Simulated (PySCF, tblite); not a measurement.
**C10H14: geometry, infrared bands and NMR shifts**

Aim: predict the infrared bands and NMR shifts of C10H14 (`CC#C[C@@H]1CC12CCCC2`).

Computed with tblite 0.8.0 and PySCF 2.14.0, with density-fitted response routines of our own, on a single molecule in the gas phase. Atoms count from 0, in the outputs and in this text.

## (1) The starting structure

24 atoms, charge 0, multiplicity 1; geometry from: force field or distance geometry start.

Bonds of the start (Å): C0–C1 1.48, C1–C2 1.21, C2–C3 1.48, C3–C4 1.50, C4–C5 1.51, C5–C6 1.51, C6–C7 1.52, C7–C8 1.51, C8–C9 1.53, C5–C3 1.47, C9–C5 1.49, C0–H10 1.12, C0–H11 1.09, C0–H12 1.13, C3–H13 1.11, C4–H14 1.10, C4–H15 1.11, C6–H16 1.10, C6–H17 1.11, C7–H18 1.10, C7–H19 1.11, C8–H20 1.09, C8–H21 1.13, C9–H22 1.12, C9–H23 1.11.

## (2) Relaxing the molecule with GFN2-xTB

What the job is given:

```
{"job": {"kind": "relax", "xc": "GFN2-xTB", "basis": "xTB"}, "charge": 0, "multiplicity": 1}
C      4.284200    -0.330200     0.893800
C      2.997600    -0.268400     0.159400
C      1.958300    -0.231000    -0.452100
C      0.701200    -0.170000    -1.232500
C     -0.040600     1.133400    -1.156300
C     -0.557700    -0.107700    -0.467100
C     -1.848600    -0.659900    -1.028600
C     -2.880200    -0.231900     0.007800
C     -2.134000     0.431600     1.134700
C     -0.692600    -0.055600     1.014900
H      5.034200    -0.942700     0.331600
H      4.123300    -0.764500     1.885000
H      4.715100     0.711500     0.925000
H      0.684600    -0.677800    -2.225000
H     -0.462600     1.484200    -2.108300
H      0.265900     1.921000    -0.430800
H     -2.003700    -0.186000    -2.007700
H     -1.798700    -1.768000    -1.130200
H     -3.457300    -1.115300     0.334400
H     -3.572100     0.468200    -0.501900
H     -2.580400     0.255900     2.116700
H     -2.080500     1.539900     0.900900
H      0.005700     0.643300     1.551100
H     -0.672900    -1.060000     1.492800
```

Started as:

```console
$ OMP_NUM_THREADS=1 python probes_run.py task.json out
```

One launch serves the whole session: the jobs run in the order shown.

**Question.** This job is followed by: GFN2-xTB harmonic vibrations, gas phase; GIAO PBE0/pcSseg-1 NMR shielding, non-relativistic, gas phase. Predict these results of the whole session: strongest single infrared mode (GFN2-xTB); zero-point energy (GFN2-xTB); 13C shifts against TMS (PBE0/pcSseg-1); 1H shifts against TMS (PBE0/pcSseg-1, means over atoms taken as alike); surface potential, 1st and 99th percentile.

As calculated:

| quantity | value |
| --- | --- |
| strongest single infrared mode (GFN2-xTB) | 3011 cm⁻¹, 79 km/mol |
| zero-point energy (GFN2-xTB) | 131.0 kcal/mol |
| 13C shifts against TMS (PBE0/pcSseg-1) | 87.8, 81.8, 40.9, 37.1, 31.7, 31.6, 29.4, 26.5, 19.3, 4.9 ppm |
| 1H shifts against TMS (PBE0/pcSseg-1, means over atoms taken as alike) | 2.23, 1.99, 1.88, 1.76, 1.76, 1.70, 1.65, 1.43, 1.42, 1.38, 0.72, 0.54 ppm |
| surface potential, 1st and 99th percentile | -1.01 V and 0.69 V |

What this shows: Relaxing lowered the energy by 0.587 eV in 141 steps; the close pair that moved most is C2–C3, from 1.481 to 1.429 Å. The lowest mode is slightly imaginary (8i cm⁻¹), a soft motion within the noise of the Hessian, so the minimum is not strictly shown. Unscaled tight-binding wavenumbers are off by several per cent, some by more. Its intensities can rank the bands wrongly. At PBE0/pcSseg-1: The widest tensor belongs to C2: span 268 ppm, with a paramagnetic part of -155 ppm.
